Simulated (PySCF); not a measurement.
# C9H20: geometry, NMR shifts

What NMR shifts should C9H20 (`CC[C@@H](C)[C@H](C)C(C)C`) show?

The runs use PySCF 2.14.0, with density-fitted response routines of our own; the level of theory stands in each step. All values are computed, except where a source is named. Atoms are numbered from 0 throughout.

### 1 The starting structure

29 atoms, charge 0, multiplicity 1; geometry from: GFN2-xTB.

Bonds of the start (Å): C0–C1 1.52, C1–C2 1.54, C2–C3 1.53, C2–C4 1.55, C4–C5 1.53, C4–C6 1.55, C6–C7 1.53, C6–C8 1.53, C0–H9 1.09, C0–H10 1.09, C0–H11 1.09, C1–H12 1.09, C1–H13 1.09, C2–H14 1.09, C3–H15 1.09, C3–H16 1.09, C3–H17 1.09, C4–H18 1.10, C5–H19 1.09, C5–H20 1.09, C5–H21 1.09, C6–H22 1.10, C7–H23 1.09, C7–H24 1.09, C7–H25 1.09, C8–H26 1.09, C8–H27 1.09, C8–H28 1.09.

### 2 Optimising the geometry at PBE0-D3(BJ)/def2-SVP

The job: settings as JSON, then the geometry in Å.

```
{"job": {"xc": "PBE0", "basis": "def2-SVP", "d3": "d3bj", "grid": 1, "kind": "geom"}, "charge": 0, "multiplicity": 1}
C      2.508245    -0.073863     1.522130
C      2.306313    -0.029840     0.011588
C      0.916980     0.459448    -0.428976
C      0.875650     0.513076    -1.956112
C     -0.245126    -0.360981     0.174318
C     -0.195544    -1.829005    -0.256595
C     -1.633745     0.242534    -0.133879
C     -1.720364     1.724577     0.234631
C     -2.730271    -0.509728     0.624759
H      1.911432    -0.858001     1.980717
H      3.553339    -0.271055     1.752364
H      2.233631     0.878428     1.971580
H      2.513375    -1.013820    -0.412894
H      3.042094     0.658017    -0.413761
H      0.820944     1.481409    -0.049558
H      0.982697    -0.481407    -2.381047
H      1.692713     1.128244    -2.328574
H     -0.056186     0.944050    -2.311059
H     -0.124258    -0.322678     1.262170
H      0.814694    -2.220764    -0.185578
H     -0.825131    -2.439435     0.385085
H     -0.539471    -1.944142    -1.281873
H     -1.835401     0.138181    -1.205200
H     -2.746643     2.072616     0.135906
H     -1.407756     1.878554     1.265557
H     -1.101701     2.339433    -0.412733
H     -2.520254    -0.511020     1.692747
H     -3.692803    -0.026771     0.468040
H     -2.817359    -1.538104     0.287108
```

**Question.** This job is followed by: GIAO PBE0/pcSseg-1 NMR shielding, non-relativistic, gas phase; GIAO KT3/pcSseg-1 NMR shielding, non-relativistic, gas phase. Predict these results of the whole session: point group; rotational constants (main isotopes); ¹³C shifts against TMS (PBE0/pcSseg-1); ¹H shifts against TMS (PBE0/pcSseg-1, means over atoms taken as alike); range of the shift of C6.

The runs gave:

| quantity | value |
| --- | --- |
| point group | C1 |
| rotational constants (main isotopes) | 2.06, 0.99, 0.92 GHz |
| ¹³C shifts against TMS (PBE0/pcSseg-1) | 39.4, 35.2, 32.6, 30.1, 23.6, 22.0, 15.1, 13.1, 10.5 ppm |
| ¹H shifts against TMS (PBE0/pcSseg-1, means over atoms taken as alike) | 1.37, 1.19, 1.18, 1.13, 0.96, 0.87, 0.87, 0.77, 0.72, 0.71 ppm |
| range of the shift of C6 | 32.6 to 34.4 ppm |

The optimisation took 6 steps and gained 0.082 eV; among the close pairs (by a distance rule), C7–H24 changed most, from 1.088 to 1.103 Å. No frequency check was run at this level, so the end point may be a saddle. Across the 2 runs the shift of C6 moves most, between 32.6 (PBE0/pcSseg-1) and 34.4 ppm (KT3/pcSseg-1).
